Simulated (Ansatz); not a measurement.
**C2H8BClSi: one species, many methods**

Aim: compute C2H8BClSi with functionals from several rungs and with coupled cluster, and see how far each lands from CCSD(T) at the basis-set limit for the atomisation energy.

Method: functionals in def2-TZVPP, the program's frozen cores in correlated methods; program: Ansatz 0.2.0, Gaussian basis.

The runs, in order: PBE-D4, r2SCAN-D4, PBE0-D4, B3LYP-D4, ωB97X-V, ωB97M-V, B2PLYP; CCSD(T)/def2-TZVPP; MP2/def2-QZVPP; extrapolation to the limit.

### Step 1. Structure used throughout

An earlier PBE0-D4 in a triple-zeta def2 set relaxation fixed the geometry.

SMILES `CB([SiH3])CCl`, 13 atoms, charge 0, spin multiplicity 1.

Atoms are counted from 1 here; the program's logs count them from 0.

Bond lengths: C1–B2 1.564 Å, C1–H6 1.100 Å, C1–H7 1.094 Å, C1–H8 1.092 Å, B2–Si3 2.022 Å, B2–C4 1.569 Å, Si3–H9 1.495 Å, Si3–H10 1.490 Å, Si3–H11 1.491 Å, C4–Cl5 1.817 Å, C4–H12 1.087 Å, C4–H13 1.089 Å. Angles: B2–C1–H6 106.2°, B2–C1–H7 113.9°, B2–C1–H8 114.2°, H6–C1–H7 106.9°, H6–C1–H8 105.9°, H7–C1–H8 109.0°, C1–B2–Si3 121.8°, C1–B2–C4 119.6°, Si3–B2–C4 118.6°, B2–Si3–H9 109.0°, B2–Si3–H10 112.4°, B2–Si3–H11 112.7°, H9–Si3–H10 106.9°, H9–Si3–H11 107.2°, H10–Si3–H11 108.3°, B2–C4–Cl5 86.1°, B2–C4–H12 120.4°, B2–C4–H13 118.9° and more.

Geometry (Å):

```mol
C2H8BClSi
  3D, bonds by distance, orders not assigned

 13 12  0  0  0  0  0  0  0  0999 V2000
   -1.6275   -0.2499   -0.2731 C   0  0
   -0.1356    0.1308    0.0044 B   0  0
    1.2351   -1.2539    0.5450 Si  0  0
    0.3075    1.6339   -0.0750 C   0  0
    0.7843    1.2724   -1.7902 Cl  0  0
   -2.1067   -0.3544    0.7117 H   0  0
   -2.1862    0.5151   -0.8194 H   0  0
   -1.7578   -1.2118   -0.7733 H   0  0
    0.9140   -1.7455    1.9196 H   0  0
    1.2275   -2.4430   -0.3532 H   0  0
    2.6215   -0.7070    0.5848 H   0  0
    1.2028    1.9716    0.4404 H   0  0
   -0.4584    2.4071   -0.1071 H   0  0
  1  2  8  0
  2  3  8  0
  2  4  8  0
  4  5  8  0
  1  6  8  0
  1  7  8  0
  1  8  8  0
  3  9  8  0
  3 10  8  0
  3 11  8  0
  4 12  8  0
  4 13  8  0
M  END
```

### Step 2. PBE-D4 (GGA)

The input, in.yaml:

```yaml
crystal:
  periodic: [false, false, false]
  atoms:
    - {symbol: C, position_ang: [-1.627452, -0.249895, -0.273121]}
    - {symbol: B, position_ang: [-0.135644, 0.130825, 0.004401]}
    - {symbol: Si, position_ang: [1.235057, -1.253855, 0.545018]}
    - {symbol: C, position_ang: [0.307496, 1.633905, -0.074985]}
    - {symbol: Cl, position_ang: [0.784273, 1.272390, -1.790240]}
    - {symbol: H, position_ang: [-2.106744, -0.354404, 0.711737]}
    - {symbol: H, position_ang: [-2.186231, 0.515063, -0.819366]}
    - {symbol: H, position_ang: [-1.757766, -1.211759, -0.773347]}
    - {symbol: H, position_ang: [0.913998, -1.745547, 1.919649]}
    - {symbol: H, position_ang: [1.227467, -2.443028, -0.353243]}
    - {symbol: H, position_ang: [2.621544, -0.707012, 0.584819]}
    - {symbol: H, position_ang: [1.202786, 1.971598, 0.440364]}
    - {symbol: H, position_ang: [-0.458385, 2.407122, -0.107084]}
basis:
  gaussian: {orbitals: def2-TZVPP}
hamiltonian: {xc: pbe, dispersion: d4}
output: {forces: true, orbitals: {seedname: orbitals}}
```

Started as:

```
ansatz run in.yaml --threads 4 --pin off --events-out ev --progress --plain --max-ram 10444MiB
```

After this run come: r2SCAN-D4 (meta-GGA); PBE0-D4 (hybrid); B3LYP-D4 (hybrid); ωB97X-V (range-separated); ωB97M-V (range-separated); B2PLYP (double hybrid); CCSD(T) in def2-TZVPP; MP2 in def2-QZVPP.

Before running them: what should the planned runs give, taken together? Wanted: atomisation energy, CCSD(T)/CBS; farthest; mean size of error, hybrid; mean size of error, range-separated; gap, smallest and largest; T1 diagnostic; triples share of the correlation energy.

The runs gave:

| quantity | value |
| --- | --- |
| atomisation energy, CCSD(T)/CBS | 1078.5 kcal/mol |
| functionals within 5.4 kcal/mol (0.5 %) | B3LYP-D4 |
| farthest | PBE-D4 (+16.4 kcal/mol) |
| mean size of error, hybrid | 5.1 kcal/mol |
| mean size of error, range-separated | 6.2 kcal/mol |
| gap, smallest and largest | 4.52 eV (PBE-D4), 11.26 eV (ωB97X-V) |
| T1 diagnostic | 0.0117 |
| triples share of the correlation energy | 4.0 % |

What this shows: PBE-D4 misses by +16.4 kcal/mol. Double hybrids carry the basis error of their MP2 part in triple zeta, and no dispersion term here, so their miss is partly the set-up's. The reference freezes the cores and leaves out relativity and excitations past (T), so misses under about 5.4 kcal/mol can't be ranked. Hartree-Fock recovers 76 % of the binding; the rest is correlation. The gap grows from 4.5 to 11.3 eV across the functionals, mostly with the share of exact exchange.
